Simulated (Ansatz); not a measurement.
**ZnH2: one species, many methods**

The task here is to estimate one member of a computed series from the others.

Computed with Ansatz 0.2.0, Gaussian basis. Level: functionals in def2-TZVPP, the program's frozen cores in correlated methods.

The runs, in order: LDA (SPW92), PBE-D4, revPBE-D4, BLYP-D4, r2SCAN-D4, B97M-V, PBE0-D4, B3LYP-D4, r2SCANh-D4, r2SCAN0-D4, HSE06-D4, BHLYP-D4, CAM-B3LYP-D4, LC-ωPBE, ωB97X-V, ωB97M-V, B2PLYP, PBE-QIDH; CCSD(T)/def2-SVP; CCSD(T)/def2-TZVPP; CCSD(T)/def2-QZVPP; extrapolation to the limit; RPA on PBE.

## The relaxed structure

The geometry comes from an earlier relaxation with PBE0-D4 in a triple-zeta def2 set; it is a stationary point.

SMILES `[ZnH2]`, 3 atoms, charge 0, spin multiplicity 1.

Atoms are counted from 1 here; the program's logs count them from 0.

Bond lengths: Zn1–H2 1.544 Å, Zn1–H3 1.544 Å. Angles: H2–Zn1–H3 180.0°.

Coordinates:

```xyz
3
charge 0, multiplicity 1
Zn   -0.0037   -0.0216   -0.0044
H     0.5906    1.3242    0.4655
H    -0.5979   -1.3674   -0.4744
```

Set-up of the first run:

in.yaml reads:

```yaml
crystal:
  periodic: [false, false, false]
  atoms:
    - {symbol: Zn, position_ang: [-0.003667, -0.021601, -0.004433]}
    - {symbol: H, position_ang: [0.590601, 1.324162, 0.465489]}
    - {symbol: H, position_ang: [-0.597935, -1.367361, -0.474356]}
basis:
  gaussian: {orbitals: def2-TZVPP}
hamiltonian: {xc: lda}
output: {orbitals: {seedname: orbitals}}
```

Command:

```
ansatz run in.yaml --threads 2 --pin off --events-out ev --progress --plain --max-ram 32768MiB --backend cpu
```

Steps of the session up to this table: LDA; PBE-D4 (GGA); revPBE-D4 (GGA); BLYP-D4 (GGA); r2SCAN-D4 (meta-GGA); B97M-V (meta-GGA); B3LYP-D4 (hybrid); r2SCANh-D4 (hybrid); r2SCAN0-D4 (hybrid); HSE06-D4 (hybrid); BHLYP-D4 (hybrid); CAM-B3LYP-D4 (range-separated); LC-ωPBE (range-separated); ωB97X-V (range-separated); ωB97M-V (range-separated); B2PLYP (double hybrid); PBE-QIDH (double hybrid).

One table of the session follows, with a row left open; its other results are not shown here.

It belongs to the step «Orbital energies across the functionals». 

| functional | HOMO (eV) | gap (eV) |
| --- | --- | --- |
| LDA (SPW92) | -6.91 | 5.34 |
| PBE-D4 | -6.86 | 5.45 |
| revPBE-D4 | -6.83 | 5.49 |
| BLYP-D4 | -6.79 | 5.39 |
| r2SCAN-D4 | -7.16 | 6.20 |
| B97M-V | -7.21 | 5.87 |
| PBE0-D4 | -8.01 | 7.33 |
| B3LYP-D4 | -7.85 | 6.89 |
| r2SCANh-D4 | -7.58 | 6.86 |
| r2SCAN0-D4 | -8.21 | 7.83 |
| HSE06-D4 | -7.60 | 6.58 |
| BHLYP-D4 | -9.12 | 9.03 |
| CAM-B3LYP-D4 | -9.42 | 9.47 |
| LC-ωPBE | ? | ? |
| ωB97X-V | -10.43 | 11.46 |
| ωB97M-V | -10.22 | 10.91 |

**Question.** Estimate the row for LC-ωPBE.

As computed: HOMO (eV): -10.82; gap (eV): 11.94. In the column «HOMO (eV)» it is the lowest.
